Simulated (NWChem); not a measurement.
# KBr (SMILES [K][Br]): a first try and a second

Wanted: the energy of KBr, M06-L/CRENBL (core potential).

The results are computed with NWChem 7.3.0.

## Step 1: The structure to begin with

KBr: 2 atoms, total charge 0, spin state singlet. As SMILES, `[K][Br]`. The coordinates come from a PBE0-D4/def2-TZVP relaxation.

Bond lengths: K1–Br2 2.848 Å.

## Step 2: The input as first written

Input file brk.nw:

```
start brk
memory stack 880 mb heap 220 mb global 1100 mb
charge 0

geometry units atomic noautosym nocenter noautoz
K    2.31869395  -0.86870710   1.15915800
Br  -2.26294703   0.75494559  -1.15141013
end

basis spherical
K library "crenbl ecp"
Br library "crenbl ecp"
end

ecp
K library "crenbl ecp"
Br library "crenbl ecp"
end

dft
xc m06-l
grid fine
maxiter 100
print low

task dft energy
```

The run is started by

```sh
$ nwchem brk.nw > brk.out
```

Log:

```text
Northwest Computational Chemistry Package (NWChem) 7.3.0
             --------------------------------------------------------

           Job information
           ---------------

    nwchem branch   = 7.3.0
    use scalapack   = T
    input           = brk.nw
    prefix          = brk.
    data base       = ./brk.db
    status          = startup
    nproc           =        1

           Memory information
           ------------------

    heap     =     28835840 doubles =      220.0 Mbytes
    stack    =    115343357 doubles =      880.0 Mbytes
    global   =    144179200 doubles =     1100.0 Mbytes (distinct from heap & stack)
    total    =    288358397 doubles =     2200.0 Mbytes
    verify   = yes
    hardfail = no

           Directory information
           ---------------------

  0 permanent = .
  0 scratch   = .

[... 21 lines left out ...]
            Nuclear Dipole moment (a.u.)
[... 45 lines left out ...]
  Br (Bromine) Replaces    18 electrons
  -------------------------------------
             Channel    R-exponent     Exponent     Coefficients
         ------------ ---------------------------------------------------------
  1 U L       Both         2.00        2.547800      -3.207467
  1 U L       Both         2.00        9.904300     -17.819559
  1 U L       Both         2.00       32.943901     -41.367748
[... 15 lines of this table left out ...]
  3 U-p       Both         0.00       14.209300       5.337790

 ------------------------------------------------------------------------
 dft_input: unknown directive                   0
 ------------------------------------------------------------------------
 ------------------------------------------------------------------------
  current input line :
    26: task dft energy
 ------------------------------------------------------------------------
 ------------------------------------------------------------------------
 There is an error in the input file
 ------------------------------------------------------------------------

0:dft_input: unknown directive:Received an Error in Communication
  Errorcode: -1
```

Run time: 0.56 s. Hardware: 1 thread of Intel Xeon Platinum 8275CL at 3.00GHz (Skylake/Cascade Lake), shared host; peak memory 0.071 GiB.

## Step 3: Reading the log

The job stopped with an error part of the way.

The telling line is `dft_input: unknown directive                   0`. The fault: a section of the input isn't closed.

## Step 4: The mended input

Input file brk.nw:

```
start brk
memory 2200 mb

geometry units atomic noautosym nocenter noautoz
 K    2.31869395  -0.86870710   1.15915800
 Br  -2.26294703   0.75494559  -1.15141013
end

basis "ao basis" spherical
 K library "crenbl ecp"
 Br library "crenbl ecp"
end

ecp
 K library "crenbl ecp"
 Br library "crenbl ecp"
end

dft
 xc m06-l
 grid fine
 maxiter 100
end

task dft energy
```

The run is started by

```sh
$ nwchem brk.nw > brk.out
```

Log:

```text
[...]
          Wavefunction type:  closed shell.
          No. of atoms     :     2
          No. of electrons :    26
[...]
          Charge           :     0
          Spin multiplicity:     1
[...]
          AO basis - number of functions:    49
[...]
              XC Information
              --------------
                        M06-L Method XC Functional
                         M06-L Exchange Functional  1.000
                       M06-L Correlation Potential  1.000
[...]
 d= 0,ls=0.0,diis     1   -183.4556732893 -2.12D+02  4.16D-02  8.68D-01     0.6
[...]
 d= 0,ls=0.0,diis    11   -183.4982574432 -2.78D-08  3.39D-06  5.10D-09     4.8
         Total DFT energy =     -183.498257443232
      One electron energy =     -377.094395814187
           Coulomb energy =      184.119289061837
    Exchange-Corr. energy =      -18.951007220023
 Nuclear repulsion energy =       28.427856529140
[...]
```

Wall time 5.7 s (1 thread of Intel Xeon Platinum 8275CL at 3.00GHz (Skylake/Cascade Lake), shared host); peak memory 0.11 GiB.

## Step 5: What came out

At M06-L/CRENBL (core potential):

| quantity | value |
| --- | --- |
| total energy | -183.49826 Eh |
| dipole moment | 12.32 D |
| HOMO energy | -4.03 eV |
| LUMO energy | -1.47 eV |
| HOMO–LUMO gap | 2.57 eV |
